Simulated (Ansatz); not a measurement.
# InH₃+ (doublet): the correlation ladder at distance In1–H3 = 3.685 Å, def2-SVP

How much of the correlation energy of InH₃+ (doublet) does each wave-function method recover here?

Computed with Ansatz 0.2.0, Gaussian basis. Level: def2-SVP, core rule «outside noble gas», up to 9 orbitals frozen.

The runs, in order: UHF; CCSD(T) on ROHF; CCSD(T) on UHF; BCCD(T) on ROHF; CISD; CCSDT(Q) on ROHF; CCSDT(Q) on UHF; CASSCF and MRCISD+Q, 3 electrons in 3 orbitals; CASSCF and NEVPT2, 3 electrons in 3 orbitals; CASSCF and MRCISD+Q, 5 electrons in 7 orbitals; CASSCF and NEVPT4(SD), 5 electrons in 7 orbitals; CASSCF and NEVPT2, 5 electrons in 7 orbitals; Full CI.

39 further runs of the same task are left out: 21 for a known fault of the program, 15 that didn't finish, 3 set aside as unsound or not needed.

## (1) The system

The geometry derives from a PBE0/def2-TZVP stationary point (not a proven minimum). One bond is set to the value named and the two fragments are kept rigid. No spin-orbit coupling is included. Elements past krypton take def2 core potentials.

4 atoms, charge 1, spin multiplicity 2.

Atoms are counted from 1 here; the program's logs count them from 0.

Bond lengths: In1–H4 1.668 Å.

## (2) UHF

File in.yaml:

```yaml
crystal:
  periodic: [false, false, false]
  atoms:
    - {symbol: In, position_ang: [0.000000, -0.017493, 0.017752]}
    - {symbol: H, position_ang: [0.000000, 2.334346, -0.051236]}
    - {symbol: H, position_ang: [0.000000, -0.294667, -3.656809]}
    - {symbol: H, position_ang: [0.000000, -0.047039, 1.685874]}
basis:
  gaussian: {orbitals: def2-SVP}
total_charge: 1
magnetization: {spin_polarized: true, initial_magnetization: 1}
hamiltonian: {xc: hf}
output: {orbitals: {seedname: orbitals}}
```

On the command line:

```bash
> ansatz run in.yaml --threads 1 --pin off --events-out ev --progress --plain --max-ram 2393MiB
```

The runs that follow: CCSD(T) on ROHF; CCSD(T) on UHF; BCCD(T) on ROHF; CISD; CCSDT(Q) on ROHF; CCSDT(Q) on UHF; CASSCF and MRCISD+Q, 3 electrons in 3 orbitals; CASSCF and NEVPT2, 3 electrons in 3 orbitals; CASSCF and MRCISD+Q, 5 electrons in 7 orbitals; CASSCF and NEVPT4(SD), 5 electrons in 7 orbitals; CASSCF and NEVPT2, 5 electrons in 7 orbitals; Full CI.

Q: Predict the results of all the runs planned. Wanted: FCI below the RHF energy; RMP2 from FCI; UMP2 from FCI; RCCSD from FCI; RCCSD(T) from FCI; UCCSD(T) from FCI; RCCSDT(Q) from FCI; UCCSDT(Q) from FCI; NEVPT2 pair from FCI.

As calculated:

```
                         quantity                                                                                                                             value
         FCI below the RHF energy                                                                                                                        -2.6707 eV
                    RMP2 from FCI                                                                                                                       +1055.4 meV
                    UMP2 from FCI                                                                                                                        +567.3 meV
                   RCCSD from FCI                                                                                                                         +94.5 meV
                RCCSD(T) from FCI                                                                                                                         +17.9 meV
                UCCSD(T) from FCI                                                                                                                         +82.9 meV
               RCCSDT(Q) from FCI                                                                                                                          -0.3 meV
               UCCSDT(Q) from FCI                                                                                                                         +13.0 meV
             NEVPT2 pair from FCI                                                                                                                        +367.2 meV
           MRCISD+Q pair from FCI                                                                                                                         -21.8 meV
          NEVPT2 valence from FCI                                                                                                                        +103.6 meV
levels within 1 kcal/mol (43 meV)  RCCSD(T), RCCSDT, UCCSDT, RCCSDT(Q), UCCSDT(Q), MRCISD pair, MRCISD+Q pair, NEVPT4(SD) valence, MRCISD valence, MRCISD+Q valence
                    T1 diagnostic                                                                                                                             0.063
   effectively unpaired electrons                                                                                                                              1.67
```

**Reading.** RCCSD(T) lands +17.9 meV from the yardstick (0.7 % of the correlation energy). CCSD(T) misses by +17.9 meV on the restricted determinant and by +82.9 meV on the unrestricted one; the two need not hold the same state or core. MRCISD+Q pair, MRCISD valence, MRCISD+Q valence fall below full CI, which methods that aren't variational can do. The occupations show some static correlation. Of the multireference levels listed NEVPT4(SD) valence comes nearest in total energy (+2.2 meV), which doesn't show that its space is the better one. These misses are within one basis, not against nature; the frozen cores of restricted and unrestricted runs differ, which can shift their rows.
